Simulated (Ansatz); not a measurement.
# C₆H₁₄S: how energies converge with the basis set

How large a basis does C₆H₁₄S need? Two functionals are run in growing sets.

The runs use Ansatz 0.2.0, Gaussian basis; one geometry, several basis sets.

Plan: PBE0-D4/def2-SVP; ωB97M-V/def2-SVP; PBE0-D4/def2-QZVPP; ωB97M-V/def2-QZVPP; the functionals' def2-TZVPP values are taken from earlier runs.

## 1. Structure used throughout

All runs share one geometry, relaxed beforehand with PBE0-D4 in a triple-zeta def2 set.

SMILES `CCCCCCS`, 21 atoms, charge 0, spin multiplicity 1.

Atoms are counted from 1 here; the program's logs count them from 0.

Bond lengths: C1–C2 1.519 Å, C1–H8 1.094 Å, C1–H9 1.092 Å, C1–H10 1.094 Å, C2–C3 1.521 Å, C2–H11 1.095 Å, C2–H12 1.097 Å, C3–C4 1.522 Å, C3–H13 1.098 Å, C3–H14 1.096 Å, C4–C5 1.520 Å, C4–H15 1.094 Å, C4–H16 1.098 Å, C5–C6 1.519 Å, C5–H17 1.097 Å, C5–H18 1.096 Å, C6–S7 1.815 Å, C6–H19 1.091 Å and more. Angles: C2–C1–H8 111.0°, C2–C1–H9 111.7°, C2–C1–H10 111.1°, H8–C1–H9 107.7°, H8–C1–H10 107.4°, H9–C1–H10 107.7°, C1–C2–C3 112.7°, C1–C2–H11 109.2°, C1–C2–H12 109.7°, C3–C2–H11 110.0°, C3–C2–H12 109.0°, H11–C2–H12 106.1°, C2–C3–C4 114.7°, C2–C3–H13 109.2°, C2–C3–H14 108.6°, C4–C3–H13 109.2°, C4–C3–H14 108.8°, H13–C3–H14 105.8° and more.

## 2. PBE0-D4 in def2-SVP

in.yaml reads:

```yaml
crystal:
  periodic: [false, false, false]
  atoms:
    - {symbol: C, position_ang: [-2.167997, -1.025801, 2.165270]}
    - {symbol: C, position_ang: [-1.241194, -0.124532, 1.367961]}
    - {symbol: C, position_ang: [-0.999121, -0.634554, -0.044716]}
    - {symbol: C, position_ang: [-0.141628, 0.275892, -0.911894]}
    - {symbol: C, position_ang: [1.287024, 0.436926, -0.419609]}
    - {symbol: C, position_ang: [2.169959, 1.250270, -1.350949]}
    - {symbol: S, position_ang: [2.467055, 0.504365, -2.978164]}
    - {symbol: H, position_ang: [-1.754203, -2.034333, 2.254638]}
    - {symbol: H, position_ang: [-2.331954, -0.643848, 3.175533]}
    - {symbol: H, position_ang: [-3.144257, -1.114206, 1.680176]}
    - {symbol: H, position_ang: [-0.288243, -0.026888, 1.898497]}
    - {symbol: H, position_ang: [-1.664302, 0.886019, 1.315633]}
    - {symbol: H, position_ang: [-0.535805, -1.628386, 0.004758]}
    - {symbol: H, position_ang: [-1.968332, -0.780291, -0.535539]}
    - {symbol: H, position_ang: [-0.114910, -0.117116, -1.932667]}
    - {symbol: H, position_ang: [-0.611689, 1.265923, -0.975330]}
    - {symbol: H, position_ang: [1.737564, -0.551396, -0.267072]}
    - {symbol: H, position_ang: [1.295266, 0.931140, 0.558570]}
    - {symbol: H, position_ang: [3.133662, 1.469255, -0.888350]}
    - {symbol: H, position_ang: [1.700767, 2.211967, -1.578342]}
    - {symbol: H, position_ang: [3.172347, -0.550418, -2.538404]}
basis:
  gaussian: {orbitals: def2-SVP}
hamiltonian: {xc: pbe0, dispersion: d4}
output: {orbitals: {seedname: orbitals}}
```

Command:

```bash
$ ansatz run in.yaml --threads 2 --pin off --events-out ev --progress --plain --max-ram 32768MiB --backend cpu
```

After this run come: ωB97M-V in def2-SVP; PBE0-D4 in def2-QZVPP; ωB97M-V in def2-QZVPP.

Before running them: what should the planned runs give, taken together? Wanted: PBE0-D4: double and triple zeta above quadruple; ωB97M-V: double and triple zeta above quadruple.

**Answer**, as computed:

```
                                       quantity           value
PBE0-D4: double and triple zeta above quadruple  11.37, 0.70 eV
ωB97M-V: double and triple zeta above quadruple  11.80, 0.68 eV
```

What this shows: PBE0-D4 gains 10.67 eV from double to triple zeta, then 0.70 eV more. Total energies overstate the basis error of differences, where much of it tends to cancel. The LUMO of ωB97M-V is positive and keeps falling with the basis (3.04 to 1.76 eV): an unbound level that the basis holds in place.
